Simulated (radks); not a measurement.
# Valence configurations of Tc⁺

NIST gives [Kr] 4d5 5s1 as the ground configuration of Tc⁺. Does this level of theory agree? Several fillings of the valence shells are run.

The numbers are computed with radks (a radial shooting solver on a logarithmic mesh, Libxc functionals) version 1 (scalar-relativistic Kohn-Sham, LDA (Slater exchange, Perdew-Wang correlation), spin-unpolarised, spherical densities, point nucleus), except any that are marked as measured or tabulated.

**1. The atom as given**

```
element       : technetium (Z = 43)
charge        : +1
electrons     : 42
configuration : [Kr] 4d5 5s1
others tried  : 4d6; 4d4 5s1 5p1; 4d4 5s2; 4d4 5p2; 4d4.5 5s1.5; 4d4.5 5s0.5 5p1; 4d5.5 5s0.5; 4d5 5p1; 4d5.5 5p0.5
```

Outer shells as boxes (Hund's rule):

Tc⁺
```
[Kr] core
4d [↑ ][↑ ][↑ ][↑ ][↑ ]
5s [↑ ]
```

**2. [Kr] 4d5 5s1**

Settings of this run:

```text
Z 43
configuration [Kr] 4d5 5s1
relativity scalar-relativistic
functional lda,pw
spin unpolarised
nucleus point
c 137.035999084
```

**3. [Kr] 4d6**

Settings of this run:

```text
Z 43
configuration [Kr] 4d6
relativity scalar-relativistic
functional lda,pw
spin unpolarised
nucleus point
c 137.035999084
```

**4. [Kr] 4d4 5s1 5p1**

Settings of this run:

```text
Z 43
configuration [Kr] 4d4 5s1 5p1
relativity scalar-relativistic
functional lda,pw
spin unpolarised
nucleus point
c 137.035999084
```

**5. [Kr] 4d4 5s2**

Settings of this run:

```text
Z 43
configuration [Kr] 4d4 5s2
relativity scalar-relativistic
functional lda,pw
spin unpolarised
nucleus point
c 137.035999084
```

**6. [Kr] 4d4 5p2**

Settings of this run:

```text
Z 43
configuration [Kr] 4d4 5p2
relativity scalar-relativistic
functional lda,pw
spin unpolarised
nucleus point
c 137.035999084
```

**7. [Kr] 4d4.5 5s1.5**

Settings of this run:

```text
Z 43
configuration [Kr] 4d4.5 5s1.5
relativity scalar-relativistic
functional lda,pw
spin unpolarised
nucleus point
c 137.035999084
```

**8. [Kr] 4d4.5 5s0.5 5p1**

Settings of this run:

```text
Z 43
configuration [Kr] 4d4.5 5s0.5 5p1
relativity scalar-relativistic
functional lda,pw
spin unpolarised
nucleus point
c 137.035999084
```

**9. [Kr] 4d5.5 5s0.5**

Settings of this run:

```text
Z 43
configuration [Kr] 4d5.5 5s0.5
relativity scalar-relativistic
functional lda,pw
spin unpolarised
nucleus point
c 137.035999084
```

**10. [Kr] 4d5 5p1**

Settings of this run:

```text
Z 43
configuration [Kr] 4d5 5p1
relativity scalar-relativistic
functional lda,pw
spin unpolarised
nucleus point
c 137.035999084
```

**11. [Kr] 4d5.5 5p0.5**

Settings of this run:

```text
Z 43
configuration [Kr] 4d5.5 5p0.5
relativity scalar-relativistic
functional lda,pw
spin unpolarised
nucleus point
c 137.035999084
```

What does the calculation give? Wanted: for each run, valence; E − E(NIST configuration); highest level; its energy; 1s shift.

The runs gave:

```csv
valence,E − E(NIST configuration) (eV),highest level,its energy (eV),1s shift (eV)
4d6,-1.890,4d,-11.740,+3.60
4d5.5 5s0.5,-1.114,5s,-11.115,+1.86
4d5 5s1,0.000,5s,-11.719,+0.00
4d5.5 5p0.5,1.124,5p,-7.047,+1.21
4d4.5 5s1.5,1.487,5s,-12.321,-1.98
4d4 5s2,3.378,5s,-12.922,-4.09
4d5 5p1,4.680,5p,-7.774,-1.29
4d4.5 5s0.5 5p1,6.359,5p,-8.155,-3.27
4d4 5s1 5p1,8.448,5p,-8.533,-5.36
4d4 5p2,13.640,5p,-9.090,-6.58
```

What this shows: Theory disagrees with NIST here: 4d6 comes out 1.890 eV lower. The energies are those of spherical spin-averaged densities, not of single terms. The 1s eigenvalue shifts by up to 6.58 eV as the valence charge is rearranged.
